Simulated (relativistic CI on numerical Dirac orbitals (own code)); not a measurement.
# Ions with 30 electrons, Sn²⁰⁺ to Ba²⁶⁺: levels along an isoelectronic sequence

Aim: follow the lowest levels of 30-electron ions as the nuclear charge grows, with one list of configurations.

Method: Dirac-Coulomb-Breit CI, KLI orbitals optimised for each configuration, model QED (radiative potential, 1s self-energy scaled to tabulated hydrogen-like ionisation energies). Code: relativistic CI on numerical Dirac orbitals (own code) version 2.

**1. Starting point**

- electrons: 30
- ions: Sn²⁰⁺, Sb²¹⁺, Te²²⁺, I²³⁺, Xe²⁴⁺, Cs²⁵⁺, Ba²⁶⁺
- configurations: [Ar] 3d10 4s2; [Ar] 3d10 4s 4p; [Ar] 3d10 4p2; [Ar] 3d10 4s 4d; [Ar] 3d10 4d2; [Ar] 3d10 4s 4f; [Ar] 3d10 4p 4d

**2. Sn²⁰⁺ (Z = 50)**

Settings, as recorded:

```ini
atom Sn  Z=50  charge=20  electrons=30
nucleus A=120  rms_radius_fm=4.6519
hamiltonian dirac-coulomb  breit=on  qed=on  c_scale=1
orbitals kli  potential=per-configuration
slater_scale 1
correlation none
mixing on
configurations
  [Ar] 3d10 4s2
  [Ar] 3d10 4s 4p
  [Ar] 3d10 4p2
  [Ar] 3d10 4s 4d
  [Ar] 3d10 4d2
  [Ar] 3d10 4s 4f
  [Ar] 3d10 4p 4d
end
```

**3. Sb²¹⁺ (Z = 51)**

Changes to the settings of step 2:

```diff
@@ -1,3 +1,3 @@
-atom Sn  Z=50  charge=20  electrons=30
-nucleus A=120  rms_radius_fm=4.6519
+atom Sb  Z=51  charge=21  electrons=30
+nucleus A=121  rms_radius_fm=4.6802
 hamiltonian dirac-coulomb  breit=on  qed=on  c_scale=1
```

**4. Te²²⁺ (Z = 52)**

Changes to the settings of step 3:

```diff
@@ -1,3 +1,3 @@
-atom Sb  Z=51  charge=21  electrons=30
-nucleus A=121  rms_radius_fm=4.6802
+atom Te  Z=52  charge=22  electrons=30
+nucleus A=130  rms_radius_fm=4.7423
 hamiltonian dirac-coulomb  breit=on  qed=on  c_scale=1
```

**5. I²³⁺ (Z = 53)**

Changes to the settings of step 4:

```diff
@@ -1,3 +1,3 @@
-atom Te  Z=52  charge=22  electrons=30
-nucleus A=130  rms_radius_fm=4.7423
+atom I  Z=53  charge=23  electrons=30
+nucleus A=127  rms_radius_fm=4.7500
 hamiltonian dirac-coulomb  breit=on  qed=on  c_scale=1
```

**6. Xe²⁴⁺ (Z = 54)**

Changes to the settings of step 5:

```diff
@@ -1,3 +1,3 @@
-atom I  Z=53  charge=23  electrons=30
-nucleus A=127  rms_radius_fm=4.7500
+atom Xe  Z=54  charge=24  electrons=30
+nucleus A=132  rms_radius_fm=4.7859
 hamiltonian dirac-coulomb  breit=on  qed=on  c_scale=1
```

**7. Cs²⁵⁺ (Z = 55)**

Changes to the settings of step 6:

```diff
@@ -1,3 +1,3 @@
-atom Xe  Z=54  charge=24  electrons=30
-nucleus A=132  rms_radius_fm=4.7859
+atom Cs  Z=55  charge=25  electrons=30
+nucleus A=133  rms_radius_fm=4.8041
 hamiltonian dirac-coulomb  breit=on  qed=on  c_scale=1
```

**8. Ba²⁶⁺ (Z = 56)**

Changes to the settings of step 7:

```diff
@@ -1,3 +1,3 @@
-atom Cs  Z=55  charge=25  electrons=30
-nucleus A=133  rms_radius_fm=4.8041
+atom Ba  Z=56  charge=26  electrons=30
+nucleus A=138  rms_radius_fm=4.8378
 hamiltonian dirac-coulomb  breit=on  qed=on  c_scale=1
```

(Steps that only read results are left out.)

Before running it: what results should come out? Wanted: lowest level, first ion; lowest level, last ion; changes of the lowest level; interval 3P°0 to 3P°1; mean jj purity of the low levels.

The runs gave:

```
                        quantity                value
         lowest level, first ion              4s2 1S0
          lowest level, last ion              4s2 1S0
     changes of the lowest level                 none
           interval 3P°0 to 3P°1  18530 to 28160 cm⁻¹
mean jj purity of the low levels           96 to 97 %
```

What this shows: The lowest level stays 4s2 1S0 throughout. The fine-structure interval of 4s 4p 3P° grows as about Z to the power 3.7 over this range. Only the listed configurations are in the model.
